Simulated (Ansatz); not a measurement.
# CH2AlFSi: functionals against CCSD(T) at one geometry

The task here is to estimate one member of a computed series from the others.

Method: single points in def2-TZVPP; program: Ansatz 0.2.0, Gaussian basis.

Cores are frozen in the correlated methods.

## Where the work starts

SMILES `FC#[Si][AlH2]`, 6 atoms, charge 0, spin multiplicity 1.

Atoms are counted from 1 here; the program's logs count them from 0.

Bond lengths: F1–C2 1.388 Å, C2–Si3 1.650 Å, Si3–Al4 2.414 Å, Al4–H5 1.582 Å, Al4–H6 1.582 Å. Angles: F1–C2–Si3 136.7°, C2–Si3–Al4 148.0°, Si3–Al4–H5 125.4°, Si3–Al4–H6 125.0°, H5–Al4–H6 109.4°.

Coordinates:

| atom | x (Å) | y (Å) | z (Å) |
| --- | --- | --- | --- |
| F1 | 2.1600 | -2.5526 | 1.3300 |
| C2 | 1.2083 | -1.8729 | 0.5816 |
| Si3 | 0.6547 | -0.3223 | 0.4663 |
| Al4 | -0.9204 | 1.2207 | -0.5158 |
| H5 | -0.6999 | 2.0227 | -1.8615 |
| H6 | -2.3832 | 1.4910 | 0.0229 |

Set-up of the first run:

Input file run/in.yaml:

```yaml
crystal:
  periodic: [false, false, false]
  atoms:
    - {symbol: F, position_ang: [2.160000, -2.552600, 1.330000]}
    - {symbol: C, position_ang: [1.208300, -1.872900, 0.581600]}
    - {symbol: Si, position_ang: [0.654700, -0.322300, 0.466300]}
    - {symbol: Al, position_ang: [-0.920400, 1.220700, -0.515800]}
    - {symbol: H, position_ang: [-0.699900, 2.022700, -1.861500]}
    - {symbol: H, position_ang: [-2.383200, 1.491000, 0.022900]}
basis:
  gaussian: {orbitals: def2-TZVPP}
correlation: {method: ccsd_t}
output: {forces: true}
```

No record of the launch command was kept for these runs.

Steps of the session up to this table: CCSD(T)/def2-TZVPP; PBE0-D4/def2-TZVPP; wB97M-V/def2-TZVPP; r2SCAN-D4/def2-TZVPP; PBE-D4/def2-TZVPP; r2SCAN0-D4/def2-TZVPP; r2SCANh-D4/def2-TZVPP.

One of the session's tables, all rows but one given; the rest of the session is left out.

```
    method  RMS force component (eV/Å)  angle to CCSD(T) forces (°)  dipole (D)
   CCSD(T)                       1.124                    reference        2.74
   PBE0-D4                       1.202                         16.1        2.97
   wB97M-V                       1.086                         23.6        3.28
 r2SCAN-D4                           ?                            ?           ?
    PBE-D4                       1.067                          6.3        2.48
r2SCAN0-D4                       1.261                         19.3        3.04
r2SCANh-D4                       1.191                         14.4        2.79
```

Estimate the missing values for r2SCAN-D4.

Worked estimate for «RMS force component (eV/Å)». Against the share of exact exchange, r2SCAN0-D4 (0.25, 1.261), r2SCANh-D4 (0.1, 1.191) give a slope of 0.467 per unit share; at 0 the line stands at 1.144.

As computed: RMS force component (eV/Å): 1.147; angle to CCSD(T) forces (°): 10.9; dipole (D): 2.61. In «RMS force component (eV/Å)» the line misses by -0.003.
